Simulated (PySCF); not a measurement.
# GaH3O2S: the cost of one run

Programs: PySCF 2.14.0. All values are calculated, for the isolated system unless a continuum is named. Atoms count from 0, parts from 1.

## Step 1: The system as given

Each species was relaxed by itself at PBE0-D3(BJ)/def2-SVPD.

## Step 2: Energies of the species: wB97M-D3(BJ)/def2-TZVPD

What the job is given:

```
{"job": {"kind": "react", "xc": "wB97M-D3(BJ)", "basis": "def2-TZVPD"}, "charge": 0, "multiplicity": 1}
-1 ClGaH2O2 charge 0 multiplicity 1
O      1.300040     0.811050    -0.064080
Ga     0.048150    -0.283000     0.569330
O     -1.442310    -0.736470    -0.289830
Cl     0.353970    -1.113720     2.501370
H      1.146030     1.169600    -0.942480
H     -1.566150    -0.347770    -1.160080

-1 H2S charge 0 multiplicity 1
S     -0.010700     0.615470     0.001150
H     -0.979540    -0.324630     0.004360
H      0.970160    -0.312040    -0.007820

+1 GaH3O2S charge 0 multiplicity 1
O      1.233770     1.415170    -0.339290
Ga     0.214130     0.019200     0.104330
O     -1.408850    -0.262680    -0.593250
S      0.970780    -1.416930     1.564390
H      0.876680     2.021180    -0.993330
H     -1.726780     0.381260    -1.231180
H     -0.159580    -2.157160     1.488370

+1 ClH charge 0 multiplicity 1
Cl     0.644700     0.005220    -0.001840
H     -0.643480    -0.003680     0.002580
```

Method: wB97M-D3(BJ)/def2-TZVPD reaction energy of separated species, gas phase.

On the command line:

```console
$ OMP_NUM_THREADS=1 python cluster_run.py task.json out
```

This one command runs all jobs of the session in turn.

**Question.** How long does this first job take on 1 thread of Arm Neoverse V2, shared host, and how much memory does it need?

About 30 s, with a peak of 0.77 GiB.
